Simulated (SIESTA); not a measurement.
## Re: band structure with PBE

Re, a slab with vacuum:

```
CELL_PARAMETERS angstrom
2.76534 0.00000 0.00000
-1.38267 2.39485 0.00000
0.00000 0.00000 26.18394
ATOMIC_POSITIONS crystal
Re 0.66667 0.33333 0.28644
Re 0.33333 0.66667 0.37186
Re 0.66667 0.33333 0.45729
Re 0.33333 0.66667 0.54271
Re 0.66667 0.33333 0.62814
Re 0.33333 0.66667 0.71356
```

The slab is cut from a database's or a generator's crystal, which needn't be the stable form of the element.

- Program: SIESTA 5.4.2
- Task: band structure
- Functional: PBE
- Potentials or basis: PseudoDojo 0.4 standard (PBE files, fully relativistic)
- Basis: DZP (energy shift 0.003 Ry; two zetas on semicore shells)
- Grid cutoff: 800 Ry
- Energy shift: 0.003 Ry
- k mesh: 11 × 11 × 1
- Occupations: fermi-dirac, width 0.05 eV
- Spin: non-collinear spin, zero start, spin-orbit coupling
- Starting moments: [[0.0, 0.0, 0.0], [0.0, 0.0, 0.0], [0.0, 0.0, 0.0], [0.0, 0.0, 0.0], [0.0, 0.0, 0.0], [0.0, 0.0, 0.0]] μB
- dipole correction: yes

| Property | Result |
| --- | --- |
| Largest force | 1.107 eV/Å |
| Band gap on the k mesh | none (metal or under the smearing width) |
| Net moment | 0.00 μB per cell |
| Work function | 4.98 eV |

Forces in eV/Å, atoms in the order of the input:
```
Re   0.000  0.000  0.779
Re   0.000  0.000 -1.107
Re   0.000  0.000  0.397
Re   0.000  0.000 -0.397
Re   0.000  0.000  1.107
Re   0.000  0.000 -0.779
```

Stress tensor (GPa, compression positive):
```
-2.62  0.00  0.00
 0.00 -2.62  0.00
 0.00  0.00 -2.00
```

Levels at the corners of the path, in eV from the Fermi level:
```csv
point,band 87,band 88,band 89,band 90,band 91,band 92,band 93,band 94
Γ,-1.20,-1.20,-1.02,-1.02,-0.74,-0.74,-0.54,-0.54
M,1.16,1.16,1.19,1.19,1.78,1.78,2.53,2.53
K,-0.21,-0.21,-0.10,-0.10,0.42,0.42,1.48,1.48
Γ,-1.20,-1.20,-1.02,-1.02,-0.74,-0.74,-0.54,-0.54
A,-1.20,-1.20,-1.02,-1.02,-0.74,-0.74,-0.54,-0.54
L,1.16,1.16,1.19,1.19,1.78,1.78,2.53,2.53
H,-0.21,-0.21,-0.10,-0.10,0.42,0.42,1.48,1.48
A,-1.20,-1.20,-1.02,-1.02,-0.74,-0.74,-0.54,-0.54
L,1.16,1.16,1.19,1.19,1.78,1.78,2.53,2.53
M,1.16,1.16,1.19,1.19,1.78,1.78,2.53,2.53
K,-0.21,-0.21,-0.10,-0.10,0.42,0.42,1.48,1.48
H,-0.21,-0.21,-0.10,-0.10,0.42,0.42,1.48,1.48
```

Moments on the atoms (μB; x, y, z):
```
Re  0.00 0.00 0.00
Re  0.00 0.00 0.00
Re  0.00 0.00 0.00
Re  0.00 0.00 0.00
Re  0.00 0.00 0.00
Re  0.00 0.00 0.00
```

Run time: 15 min on 1 thread of Arm Neoverse V1, on a shared host, peak memory 0.94 GiB.

Caveat: short orbitals over semicore shells can move pressures by several GPa; the basis of atomic orbitals isn't converged, which shifts pressures, moduli and gaps.
